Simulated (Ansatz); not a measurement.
# CH7AlClNSi: the cost of one run

Program: Ansatz 0.2.0, Gaussian basis. Level of theory: functionals in def2-TZVPP, the program's frozen cores in correlated methods. These are calculated values, not measurements.

The runs, in order: PBE-D4, r2SCAN-D4, PBE0-D4, B3LYP-D4, ωB97X-V, ωB97M-V, B2PLYP; CCSD(T)/def2-TZVPP; MP2/def2-QZVPP; extrapolation to the limit.

## Step 1: The geometry

All runs share one geometry, relaxed beforehand with PBE0-D4 in a triple-zeta def2 set.

SMILES `[CH3][AlH][NH][SiH2]Cl`, 12 atoms, charge 0, spin multiplicity 1.

Atoms are counted from 1 here; the program's logs count them from 0.

Bond lengths: C1–Al2 1.945 Å, C1–H6 1.095 Å, C1–H7 1.093 Å, C1–H8 1.095 Å, Al2–N3 1.795 Å, Al2–H9 1.582 Å, N3–Si4 1.706 Å, N3–H10 1.013 Å, Si4–Cl5 2.069 Å, Si4–H11 1.482 Å, Si4–H12 1.479 Å. Angles: Al2–C1–H6 110.7°, Al2–C1–H7 113.1°, Al2–C1–H8 110.9°, H6–C1–H7 107.7°, H6–C1–H8 106.4°, H7–C1–H8 107.8°, C1–Al2–N3 119.6°, C1–Al2–H9 124.7°, N3–Al2–H9 115.8°, Al2–N3–Si4 128.5°, Al2–N3–H10 116.8°, Si4–N3–H10 114.5°, N3–Si4–Cl5 112.5°, N3–Si4–H11 112.0°, N3–Si4–H12 108.5°, Cl5–Si4–H11 105.0°, Cl5–Si4–H12 106.9°, H11–Si4–H12 111.9°.

## Step 2: PBE-D4 (GGA)

The input, in.yaml:

```yaml
crystal:
  periodic: [false, false, false]
  atoms:
    - {symbol: C, position_ang: [-1.091765, 0.958648, -2.058693]}
    - {symbol: Al, position_ang: [0.083157, -0.125801, -0.950831]}
    - {symbol: N, position_ang: [-0.085681, -0.071967, 0.835187]}
    - {symbol: Si, position_ang: [0.853504, -0.869560, 2.015239]}
    - {symbol: Cl, position_ang: [2.231432, 0.386969, 2.911644]}
    - {symbol: H, position_ang: [-0.511958, 1.660654, -2.667053]}
    - {symbol: H, position_ang: [-1.812921, 1.539488, -1.478361]}
    - {symbol: H, position_ang: [-1.653624, 0.333563, -2.760369]}
    - {symbol: H, position_ang: [1.202853, -1.095637, -1.507415]}
    - {symbol: H, position_ang: [-0.781596, 0.561104, 1.209740]}
    - {symbol: H, position_ang: [0.023136, -1.384244, 3.129411]}
    - {symbol: H, position_ang: [1.620364, -1.948314, 1.355399]}
basis:
  gaussian: {orbitals: def2-TZVPP}
hamiltonian: {xc: pbe, dispersion: d4}
output: {forces: true, orbitals: {seedname: orbitals}}
```

The run is started by

```
ansatz run in.yaml --threads 4 --pin off --events-out ev --progress --plain --max-ram 10444MiB
```

Q: Estimate wall time and peak memory on 4 threads of Arm Neoverse V1, shared host.

About 3.6 s, with a peak of 0.42 GiB.
